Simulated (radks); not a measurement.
**Polarisabilities and dispersion coefficients of Mg⁺, Al²⁺, Si³⁺ and others**

An exercise on one series of results from a longer session: the logs are not shown, and one member is left open.

Program: radks (a radial shooting solver on a logarithmic mesh, Libxc functionals) version 1. Level of theory: scalar-relativistic Kohn-Sham, PBE, spin-polarised, spherical densities, finite nucleus; open shells are filled with parallel spins first. These are calculated values, not measurements, unless marked.

## Starting point

- species: Mg⁺ ([Ne] 3s1), Al²⁺ ([Ne] 3s1), Si³⁺ ([Ne] 3s1), P⁴⁺ ([Ne] 3s1), S⁵⁺ ([Ne] 3s1), Cl⁶⁺ ([Ne] 3s1), Ar⁷⁺ ([Ne] 3s1), K⁸⁺ ([Ne] 3s1)

Set-up of the first run:

Settings of this run:

```text
Z 12
configuration [Ne] 3s1
relativity scalar-relativistic
functional pbe,pbe
spin polarised
nucleus finite rms 3.057 fm
c 137.035999084
response adiabatic LDA kernel
```

Among the steps run: Mg⁺, [Ne] 3s1; Al²⁺, [Ne] 3s1; Si³⁺, [Ne] 3s1; P⁴⁺, [Ne] 3s1; S⁵⁺, [Ne] 3s1; Cl⁶⁺, [Ne] 3s1; Ar⁷⁺, [Ne] 3s1; K⁸⁺, [Ne] 3s1.

One of the session's tables, all rows but one given; the rest of the session is left out.

| species | −ε(HOMO) (eV) | α (bohr³) | α uncoupled (bohr³) | C6 (hartree bohr⁶) | C8 (hartree bohr⁸) |
| --- | --- | --- | --- | --- | --- |
| Mg⁺ | 11.917 | 31.14 | 36.11 | 129.9 | 4595 |
| Al²⁺ | 24.484 | 12.66 | 14.88 | 32.96 | 658.4 |
| Si³⁺ | 40.402 | 6.599 | 7.800 | 12.06 | 158.3 |
| P⁴⁺ | 59.547 | 3.932 | 4.657 | 5.383 | 50.37 |
| S⁵⁺ | 81.859 | 2.550 | 3.021 | 2.726 | 19.16 |
| Cl⁶⁺ | ? | ? | ? | ? | ? |
| Ar⁷⁺ | 135.88 | 1.261 | 1.491 | 0.8920 | 3.919 |
| K⁸⁺ | 167.56 | 0.9369 | 1.107 | 0.5554 | 1.999 |

Q: Estimate the row for Cl⁶⁺ from the others.

**Answer.** −ε(HOMO) (eV): 107.31; α (bohr³): 1.754; α uncoupled (bohr³): 2.077; C6 (hartree bohr⁶): 1.508; C8 (hartree bohr⁸): 8.268. In the column «−ε(HOMO) (eV)» it lies between S⁵⁺ (81.859) and Ar⁷⁺ (135.88).

In words: Uncoupled leaves out the potential induced by the response; C8 is given only where no p, d or f shell is open.
